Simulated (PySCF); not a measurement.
**A gas-phase reaction: H5InP2 + Cl2 → ClH4InP2 + ClH**

Aim: the reaction energy of `[PH2][InH][PH2]` + `ClCl` → `[PH2][In]([PH2])[Cl]` + `Cl`.

Programs: PySCF 2.14.0. All values are calculated, for the isolated system unless a continuum is named. Atoms count from 0, parts from 1.

### Step 1. The system as given

Each species was relaxed by itself at PBE0-D3(BJ)/def2-SVPD.

### Step 2. Energies of the species: wB97M-D3(BJ)/def2-TZVPD

The job: settings as JSON, then the geometry in Å.

```
{"job": {"kind": "react", "xc": "wB97M-D3(BJ)", "basis": "def2-TZVPD"}, "charge": 0, "multiplicity": 1}
-1 H5InP2 charge 0 multiplicity 1
P      1.952090    -1.036770     0.481380
In    -0.165220     0.271740     0.825810
P     -2.162270    -0.358830    -0.560000
H      1.885480    -0.965540    -0.944040
H      2.795610     0.110040     0.607950
H     -0.298540     1.406150     2.126370
H     -2.585670     0.991900    -0.757000
H     -1.421510    -0.418710    -1.780180

-1 Cl2 charge 0 multiplicity 1
Cl     1.014580    -0.011200     0.009310
Cl    -1.014650     0.013610    -0.007080

+1 ClH4InP2 charge 0 multiplicity 1
P      1.671280    -0.758290     1.575080
In     0.313170    -0.237110    -0.457460
P     -2.080320    -0.513740    -1.122480
Cl     1.681920     0.490060    -2.278970
H      2.368890     0.484890     1.466560
H      0.678680    -0.235280     2.462840
H     -2.555090     0.007610     0.122390
H     -2.078520     0.761810    -1.767920

+1 ClH charge 0 multiplicity 1
Cl     0.644600    -0.009720     0.006920
H     -0.643380     0.010860    -0.006670
```

With the program's defaults for keys left out, this is: wB97M-D3(BJ)/def2-TZVPD reaction energy of separated species, gas phase.

Command:

```
$ OMP_NUM_THREADS=1 python cluster_run.py task.json out
```

One launch serves the whole session: the jobs run in the order shown.

What it wrote:

```text
species 1 (H5InP2)
coarse grid: 33272 points
cycle   1  E = -875.1206380977  dE = -3.223e+01  |g| = 1.971e+00  |ddm| = 4.598e+01
cycle   2  E = -875.1296269291  dE = -8.989e-03  |g| = 2.289e+00  |ddm| = 6.853e+00
cycle   3  E = -875.9744507975  dE = -8.448e-01  |g| = 9.736e-02  |ddm| = 2.350e+00
cycle   4  E = -875.9789439992  dE = -4.493e-03  |g| = 3.330e-02  |ddm| = 1.959e-01
cycle   5  E = -875.9794933410  dE = -5.493e-04  |g| = 8.792e-03  |ddm| = 6.511e-02
cycle   6  E = -875.9795699745  dE = -7.663e-05  |g| = 2.766e-03  |ddm| = 2.804e-02
cycle   7  E = -875.9795767033  dE = -6.729e-06  |g| = 8.621e-04  |ddm| = 7.237e-03
final grid: 64760 points
cycle   8  E = -875.9796040747  dE = -8.113e-07  |g| = 5.463e-04  |ddm| = 4.680e-03
cycle   9  E = -875.9796042497  dE = -1.750e-07  |g| = 3.090e-04  |ddm| = 1.094e-03
cycle  10  E = -875.9796042913  dE = -4.167e-08  |g| = 1.130e-04  |ddm| = 4.401e-04
cycle  11  E = -875.9796043125  dE = -2.115e-08  |g| = 2.208e-05  |ddm| = 4.519e-04
cycle  12  E = -875.9796043129  dE = -3.809e-10  |g| = 6.166e-06  |ddm| = 5.179e-05
converged SCF energy = -875.9796043129

species 2 (Cl2)
coarse grid: 12632 points
cycle   1  E = -920.4762353428  dE =  6.388e-02  |g| = 2.472e-01  |ddm| = 1.180e+00
cycle   2  E = -920.4854152692  dE = -9.180e-03  |g| = 1.551e-01  |ddm| = 2.411e-01
cycle   3  E = -920.4902179108  dE = -4.803e-03  |g| = 1.247e-02  |ddm| = 9.692e-02
cycle   4  E = -920.4902873278  dE = -6.942e-05  |g| = 2.486e-03  |ddm| = 1.204e-02
cycle   5  E = -920.4902916835  dE = -4.356e-06  |g| = 2.986e-04  |ddm| = 3.875e-03
final grid: 23496 points
cycle   6  E = -920.4902476034  dE = -4.816e-08  |g| = 9.212e-05  |ddm| = 4.961e-04
cycle   7  E = -920.4902476070  dE = -3.539e-09  |g| = 4.827e-05  |ddm| = 1.125e-04
cycle   8  E = -920.4902476076  dE = -6.307e-10  |g| = 1.453e-05  |ddm| = 4.229e-05
converged SCF energy = -920.4902476076

species 3 (ClH4InP2)
coarse grid: 37120 points
cycle   1  E = -1334.8754818962  dE = -3.218e+01  |g| = 1.960e+00  |ddm| = 4.598e+01
cycle   2  E = -1334.9033267679  dE = -2.784e-02  |g| = 2.207e+00  |ddm| = 7.064e+00
cycle   3  E = -1335.7124883992  dE = -8.092e-01  |g| = 9.409e-02  |ddm| = 2.388e+00
cycle   4  E = -1335.7163272669  dE = -3.839e-03  |g| = 4.337e-02  |ddm| = 1.995e-01
cycle   5  E = -1335.7169083668  dE = -5.811e-04  |g| = 1.035e-02  |ddm| = 6.383e-02
cycle   6  E = -1335.7169930222  dE = -8.466e-05  |g| = 3.451e-03  |ddm| = 3.391e-02
cycle   7  E = -1335.7170024798  dE = -9.458e-06  |g| = 9.566e-04  |ddm| = 1.020e-02
final grid: 71136 points
cycle   8  E = -1335.7171021502  dE = -7.484e-07  |g| = 6.354e-04  |ddm| = 4.114e-03
cycle   9  E = -1335.7171022939  dE = -1.437e-07  |g| = 4.255e-04  |ddm| = 1.338e-03
cycle  10  E = -1335.7171023415  dE = -4.761e-08  |g| = 9.451e-05  |ddm| = 4.474e-04
cycle  11  E = -1335.7171023539  dE = -1.242e-08  |g| = 3.891e-05  |ddm| = 3.913e-04
cycle  12  E = -1335.7171023546  dE = -6.212e-10  |g| = 5.373e-06  |ddm| = 8.951e-05
converged SCF energy = -1335.7171023546

species 4 (ClH)
coarse grid: 8792 points
cycle   1  E = -460.8503333447  dE = -8.165e-02  |g| = 2.169e-01  |ddm| = 7.239e-01
cycle   2  E = -460.8625128408  dE = -1.218e-02  |g| = 1.397e-01  |ddm| = 2.651e-01
cycle   3  E = -460.8670522264  dE = -4.539e-03  |g| = 1.358e-02  |ddm| = 9.818e-02
cycle   4  E = -460.8670933098  dE = -4.108e-05  |g| = 3.364e-03  |ddm| = 9.545e-03
cycle   5  E = -460.8670995583  dE = -6.248e-06  |g| = 8.516e-04  |ddm| = 3.915e-03
final grid: 17120 points
cycle   6  E = -460.8670682196  dE = -3.715e-07  |g| = 3.675e-04  |ddm| = 8.887e-04
cycle   7  E = -460.8670682659  dE = -4.626e-08  |g| = 1.617e-04  |ddm| = 3.980e-04
cycle   8  E = -460.8670682724  dE = -6.573e-09  |g| = 4.220e-05  |ddm| = 1.295e-04
cycle   9  E = -460.8670682737  dE = -1.312e-09  |g| = 3.966e-06  |ddm| = 6.530e-05
cycle  10  E = -460.8670682737  dE = -4.547e-12  |g| = 8.162e-07  |ddm| = 3.309e-06
converged SCF energy = -460.8670682737

Reaction energy = -71.956 kcal/mol
```

Wall time 37 s (1 thread of Intel Xeon Platinum 8488C, shared host); peak memory 0.79 GiB.

Species by species (with the dispersion term, which the log's SCF energies lack):

| ν | species | energy (Eh) | HOMO (eV) |
| --- | --- | --- | --- |
| -1 | [PH2][InH][PH2] | -875.98680 | -8.80 |
| -1 | ClCl | -920.49147 | -11.18 |
| +1 | [PH2][In]([PH2])[Cl] | -1335.72532 | -9.24 |
| +1 | Cl | -460.86761 | -11.93 |

### Step 3. Reaction energy: PBE0-D3(BJ)/def2-TZVPD

Same as in step 2 but for these lines:

```diff
@@ -1,2 +1,2 @@
-{"job": {"kind": "react", "xc": "wB97M-D3(BJ)", "basis": "def2-TZVPD"}, "charge": 0, "multiplicity": 1}
+{"job": {"kind": "react", "xc": "PBE0", "basis": "def2-TZVPD", "disp": "d3bj"}, "charge": 0, "multiplicity": 1}
 -1 H5InP2 charge 0 multiplicity 1
```

Level: PBE0-D3(BJ)/def2-TZVPD reaction energy of separated species, gas phase.

What it wrote:

```text
species 1 (H5InP2)
coarse grid: 33272 points
cycle   1  E = -874.2557838810  dE = -3.158e+01  |g| = 2.364e+00  |ddm| = 4.588e+01
cycle   2  E = -834.5431672418  dE =  3.971e+01  |g| = 8.352e+00  |ddm| = 4.795e+01
cycle   3  E = -875.5073164517  dE = -4.096e+01  |g| = 6.188e-01  |ddm| = 4.742e+01
cycle   4  E = -875.5943266768  dE = -8.701e-02  |g| = 2.559e-01  |ddm| = 1.431e+00
cycle   5  E = -875.6090526413  dE = -1.473e-02  |g| = 5.577e-02  |ddm| = 2.497e-01
cycle   6  E = -875.6097798912  dE = -7.272e-04  |g| = 1.424e-02  |ddm| = 5.368e-02
cycle   7  E = -875.6098221105  dE = -4.222e-05  |g| = 4.079e-03  |ddm| = 1.775e-02
cycle   8  E = -875.6098285708  dE = -6.460e-06  |g| = 1.006e-03  |ddm| = 7.298e-03
final grid: 64760 points
cycle   9  E = -875.6098103431  dE = -1.214e-09  |g| = 1.069e-03  |ddm| = 2.906e-03
cycle  10  E = -875.6098102182  dE =  1.249e-07  |g| = 1.249e-03  |ddm| = 2.365e-03
cycle  11  E = -875.6098106663  dE = -4.481e-07  |g| = 1.242e-04  |ddm| = 1.282e-03
cycle  12  E = -875.6098106688  dE = -2.545e-09  |g| = 1.150e-05  |ddm| = 1.953e-04
cycle  13  E = -875.6098106689  dE = -3.934e-11  |g| = 3.383e-06  |ddm| = 1.981e-05
converged SCF energy = -875.6098106689

species 2 (Cl2)
coarse grid: 3248 points
cycle   1  E = -920.0848712865  dE =  1.015e-01  |g| = 1.608e-01  |ddm| = 1.191e+00
cycle   2  E = -920.0872217625  dE = -2.350e-03  |g| = 8.738e-02  |ddm| = 1.235e-01
cycle   3  E = -920.0886045590  dE = -1.383e-03  |g| = 3.229e-02  |ddm| = 7.027e-02
cycle   4  E = -920.0888556887  dE = -2.511e-04  |g| = 5.428e-04  |ddm| = 2.039e-02
cycle   5  E = -920.0888557980  dE = -1.093e-07  |g| = 2.230e-04  |ddm| = 9.350e-04
final grid: 23496 points
cycle   6  E = -920.0901487868  dE = -8.697e-06  |g| = 2.710e-03  |ddm| = 7.428e-03
cycle   7  E = -920.0901492205  dE = -4.337e-07  |g| = 1.504e-03  |ddm| = 3.014e-03
cycle   8  E = -920.0901494600  dE = -2.395e-07  |g| = 1.107e-04  |ddm| = 1.208e-03
cycle   9  E = -920.0901494626  dE = -2.609e-09  |g| = 4.177e-05  |ddm| = 9.892e-05
cycle  10  E = -920.0901494630  dE = -3.993e-10  |g| = 3.005e-06  |ddm| = 2.416e-05
converged SCF energy = -920.0901494630

species 3 (ClH4InP2)
coarse grid: 37120 points
cycle   1  E = -1333.8245640052  dE = -3.154e+01  |g| = 2.366e+00  |ddm| = 4.590e+01
cycle   2  E = -1295.1998057988  dE =  3.862e+01  |g| = 9.166e+00  |ddm| = 3.989e+01
cycle   3  E = -1335.1245607678  dE = -3.992e+01  |g| = 3.085e-01  |ddm| = 3.913e+01
cycle   4  E = -1335.1398986570  dE = -1.534e-02  |g| = 2.091e-01  |ddm| = 9.486e-01
cycle   5  E = -1335.1479645682  dE = -8.066e-03  |g| = 3.706e-02  |ddm| = 2.185e-01
cycle   6  E = -1335.1483961630  dE = -4.316e-04  |g| = 1.022e-02  |ddm| = 5.849e-02
cycle   7  E = -1335.1484239924  dE = -2.783e-05  |g| = 3.181e-03  |ddm| = 1.281e-02
cycle   8  E = -1335.1484264232  dE = -2.431e-06  |g| = 5.452e-04  |ddm| = 3.165e-03
final grid: 71136 points
cycle   9  E = -1335.1485033188  dE = -7.917e-08  |g| = 5.950e-04  |ddm| = 2.205e-03
cycle  10  E = -1335.1485032411  dE =  7.770e-08  |g| = 8.031e-04  |ddm| = 1.713e-03
cycle  11  E = -1335.1485034255  dE = -1.844e-07  |g| = 6.627e-05  |ddm| = 1.057e-03
cycle  12  E = -1335.1485034262  dE = -7.192e-10  |g| = 9.405e-06  |ddm| = 1.022e-04
converged SCF energy = -1335.1485034262

species 4 (ClH)
coarse grid: 2248 points
cycle   1  E = -460.6537836459  dE = -4.644e-02  |g| = 1.882e-01  |ddm| = 7.411e-01
cycle   2  E = -460.6558524113  dE = -2.069e-03  |g| = 1.902e-01  |ddm| = 3.151e-01
cycle   3  E = -460.6653811350  dE = -9.529e-03  |g| = 1.506e-02  |ddm| = 1.513e-01
cycle   4  E = -460.6654031920  dE = -2.206e-05  |g| = 2.693e-03  |ddm| = 7.323e-03
cycle   5  E = -460.6654047399  dE = -1.548e-06  |g| = 1.111e-03  |ddm| = 2.553e-03
final grid: 17120 points
cycle   6  E = -460.6658903331  dE = -4.428e-06  |g| = 2.164e-03  |ddm| = 7.333e-03
cycle   7  E = -460.6658903625  dE = -2.941e-08  |g| = 1.795e-03  |ddm| = 2.512e-03
cycle   8  E = -460.6658909805  dE = -6.180e-07  |g| = 1.533e-04  |ddm| = 1.363e-03
cycle   9  E = -460.6658909874  dE = -6.901e-09  |g| = 2.146e-05  |ddm| = 1.086e-04
cycle  10  E = -460.6658909875  dE = -1.025e-10  |g| = 4.934e-06  |ddm| = 1.680e-05
converged SCF energy = -460.6658909875

Reaction energy = -72.294 kcal/mol
```

It took 20 s on 1 thread of Intel Xeon Platinum 8488C, shared host; peak memory 0.69 GiB.

Reaction energy at this level: -72.29 kcal/mol.

### Step 4. Side by side

Energies in kcal/mol, with wall time:

| run | reaction | time |
| --- | --- | --- |
| wB97M-D3(BJ)/def2-TZVPD | -71.96 | 37 s |
| PBE0-D3(BJ)/def2-TZVPD | -72.29 | 20 s |

### Step 5. Results

```
                                                quantity                      value
               reaction energy (wB97M-D3(BJ)/def2-TZVPD)            -71.96 kcal/mol
                     ΔH, ΔG at 298 K (xTB thermal terms)      -69.9, -70.8 kcal/mol
range of the reaction energy over the runs of this table  -72.29 to -71.96 kcal/mol
```

The reaction is exothermic by 69.9 kcal/mol in the gas phase; dispersion gives -0.22, and xTB itself gave -63.06 for the electronic energy (xTB energies and thermal terms come from the earlier relaxation of each species, not shown). No barrier was sought. The reaction energy runs from -72.29 (PBE0-D3(BJ)/def2-TZVPD) to -71.96 kcal/mol (wB97M-D3(BJ)/def2-TZVPD).
